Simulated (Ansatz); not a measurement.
**Carbon, fcc under r²SCAN: ground state and equation of state**

What does r²SCAN give for carbon in the fcc structure? We relax it, solve it on a dense k-mesh, switch on spin-orbit coupling, then scale the cell to 7 volumes from 88 to 112 % of the relaxed one and try a fit of the equation of state. The k-meshes are 18×18×18 for the relaxation; 28×28×28 for the dense run; 17×17×17 for spin-orbit coupling; 20×20×20 for the volumes.

Program: Ansatz 0.2.0. Level of theory: DFT r2SCAN, plane waves (500 eV) with PAW, scalar-relativistic; PBE-made PAW files. These are calculated values, not measurements.

**1. The system as given**

The structure is cubic, space group Fm-3m (No. 225). The conventional cell has a = 2.980 Å, b = 2.980 Å, c = 2.980 Å, α = 90.00°, β = 90.00°, γ = 90.00°. C (site symmetry m-3m) is surrounded by 12 C at 2.11 Å.

As a file:

```
C
1.0
     0.00000    1.49001    1.49001
     1.49001    0.00000    1.49001
     1.49001    1.49001    0.00000
C
1
Direct
  0.00000 0.00000 0.00000
```

**2. Relaxation of the cell**

Input file input.yaml:

```yaml
crystal:
  lattice:
    - [0.0, 1.4900140304, 1.4900140304]
    - [1.4900140304, 0.0, 1.4900140304]
    - [1.4900140304, 1.4900140304, 0.0]
  atoms:
    - { symbol: C, position: [0.0, 0.0, 0.0] }
hamiltonian:
  xc: r2scan
  pseudopotentials:
    kind: paw
    azcp:
      C: "pseudopotentials/C.paw.azcp"
basis:
  ecutwfc: 500
  fft_grid_basis: typed
kpoints:
  mp_grid: { grid: [18, 18, 18], shift: [0, 0, 0] }
magnetization:
  spin_polarized: false
scf:
  occupations: { method: fermi_dirac, width: 0.1 }
relax:
  max_steps: 60
  f_tol: 0.01
  cell: {}
```

Run with:

```
> ansatz run input.yaml --threads 1 --pin off --max-ram 3584MiB --backend cpu --events-out ev --progress --plain --runs-dir out
```

The runs that follow: Dense single point; Spin-orbit coupling switched on; Volume × 0.88; Volume × 0.92; Volume × 0.96; Volume × 1.0; Volume × 1.04; Volume × 1.08; Volume × 1.12.

Q: Predict the outcome of this session. Wanted: space group; conventional cell; volume; shortest distance; gap on the mesh; relative to graphite; V₀, B₀, B₀′.

**Answer**, as computed:

```
                      quantity                         value
space group (spins left aside)               Fm-3m (No. 225)
             conventional cell                   a = 3.096 Å
                        volume                 7.421 Å³/atom
             shortest distance                       2.189 Å
               gap on the mesh  none (levels filled in part)
          relative to graphite                +4829 meV/atom
                   V₀, B₀, B₀′   7.409 Å³/atom, 157 GPa, 3.9
```

In words: From the guessed start the volume grew by 12.2 % in 7 steps. Against the reference form of carbon (graphite, computed apart with the same settings) it stands 4829 meV/atom higher, so it is far from stable. No gap shows: it is a metal or semimetal at this level. The total energy of the spin-orbit run (on a coarser mesh) lies +6 meV/atom from the scalar one; mesh and treatment of the core enter this figure, so it is no spin-orbit energy. The fitted modulus is 157 GPa. Relaxation kept the symmetry; phonons were not checked.
